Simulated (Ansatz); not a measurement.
This was printed by a script on the Ansatz DFT code, driven from Python, for a comparison of functionals at one structure of Mg₂CdN₂, space group P-3m1. What did the script look like? Level of theory (first run): PBE, PAW, cutoff 470 eV, 6×6×4 k-points, fixed occupations. The script varies functional: pbe, revpbe, rpbe, lda.

```
Mg Cd N
1.0
     3.55288    0.00000    0.00000
    -1.77644    3.07689    0.00000
     0.00000    0.00000    5.98383
Mg Cd N
2 1 2
Cartesian
  1.7764 1.0256 0.9182
  0.0000 2.0513 5.0657
  0.0000 0.0000 2.9919
  1.7764 1.0256 4.6209
  0.0000 2.0513 1.3629
```

Running `python run_xc.py` prints:
```text
functional      F/atom (eV)    iterations    gap by band count (eV)    k-points
------------  -------------  ------------  ------------------------  ----------
pbe              -2574.2310             6                    0.3656          24
revpbe           -2576.6314             7                    0.3881          24
rpbe             -2577.5782             7                    0.3958          24
lda              -2534.0827             7                    0.3760          24
```

The script that was run (others could print the same):

The script, `run_xc.py`:
```python
# -*- coding: utf-8 -*-
"""One structure of Mg2CdN2 under several functionals."""

import warnings

import ansatz as az
import numpy as np
from tabulate import tabulate

config = {
    "cutoff_ev": 470,
    "occupations": "Fixed",
    "mesh": (6, 6, 4),
}

warnings.simplefilter("ignore", az.DeckWarning)

vectors = np.array([
    [3.55288, 0.0, 0.0],
    [-1.77644, 3.07689, 0.0],
    [0.0, 0.0, 5.98383],
])
system = (
    az.Lattice.of(vectors)
    .atom("Mg", (2 / 3, 1 / 3, 0.15344))
    .atom("Mg", (1 / 3, 2 / 3, 0.84656))
    .atom("Cd", (0.0, 0.0, 0.5))
    .atom("N", (2 / 3, 1 / 3, 0.77223))
    .atom("N", (1 / 3, 2 / 3, 0.22777))
)

model = (
    system.calculation()
    .basis(config["cutoff_ev"])
    .pseudopotentials("paw")
    .occupations(config["occupations"])
    .kpoints(*config["mesh"])
    .band_table()
)

rows = []
for value in ["pbe", "revpbe", "rpbe", "lda"]:
    data = model.functional(value).run(threads=1, backend="cpu").report
    rows.append((value, data["free_energy_ev"] / len(data["lattice"]["sites"]), data["n_iterations"], data["gap_by_band_count_ev"], data["n_kpoints"]))

print(tabulate(rows, headers=["functional", "F/atom (eV)", "iterations", "gap by band count (eV)", "k-points"], floatfmt=".4f", tablefmt="simple"))
```

What to keep in mind:
- Semilocal gaps usually lie well under measured ones.
- This cell is a computed structure, which may not be the phase found in nature.
- Gaps and levels are Kohn-Sham values on a finite set of k-points, without spin-orbit coupling.
- Total energies of different functionals can't be compared; pressures, moments and gaps at this one structure can.
- It ran for 11 s on 1 thread of Arm Neoverse V2, on a shared host, peak memory 0.41 GiB.
